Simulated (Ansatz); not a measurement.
Predict the output of the script below (Ansatz 0.2.0, Python API).

`dfpt_ba.py`
```python
# -*- coding: utf-8 -*-
'''Zone-centre and zone-boundary phonons of Ba by linear response.'''

from pathlib import Path

import ansatz as az
import numpy as np


def main():
    lattice = az.Lattice.of(
        (-2.5065, 2.5065, 2.5065),
        (2.5065, -2.5065, 2.5065),
        (2.5065, 2.5065, -2.5065),
    )
    sites = [
        ('Ba', (0.0, 0.0, 0.0)),
    ]
    system = az.Crystal(lattice=lattice)
    for symbol, position in sites:
        system = system.atom(symbol, position)

    job = (
        system.calculation()
        .functional('LDA')
        .basis(47 * az.Ry, density_ratio=6)
        .occupations(az.OccupationsMethod.COLD, width=0.1)
        .mixing('msr1', preconditioner='resta')
        .eigensolver('davidson', full_accuracy=True)
        .scf(max_iterations=100)
        .kpoints(10, 10, 10)
        .phonons('dfpt', points=[(0, 0, 0), (0.5, 0, 0)])
    )
    result = job.run(threads=1, runs_dir='runs')
    ph = result.phonons

    for q in ph.qpoints:
        print('q =', np.round(q.q_frac, 3), '1/cm:', ' '.join(f'{w:.1f}' for w in q.omega_inv_cm))


if __name__ == '__main__':
    main()
```

Output of `python dfpt_ba.py`:
```text
q = [0. 0. 0.] 1/cm: -0.0 -0.0 -0.0
q = [0.5 0.  0. ] 1/cm: 20.8 51.3 68.9
```

Reading the output:
- The settings weren't tested for convergence.
- The cell isn't relaxed first, so the values belong to this volume.
- Of the deposited cell: the entry's cell lengths or inner coordinates differ somewhat from later room-temperature determinations.
- The structure is taken as given; imaginary modes can come from an unrelaxed or unstable start. Phonons of metals also depend on mesh and smearing.
- Wall time of the script: 71 s on 1 thread of Intel(R) Xeon(R) Processor @ 2.30GHz, with other jobs on the host, peak memory 1.3 GiB.

(A comment or docstring line of the script was reworded after the run, the code is as it ran.)
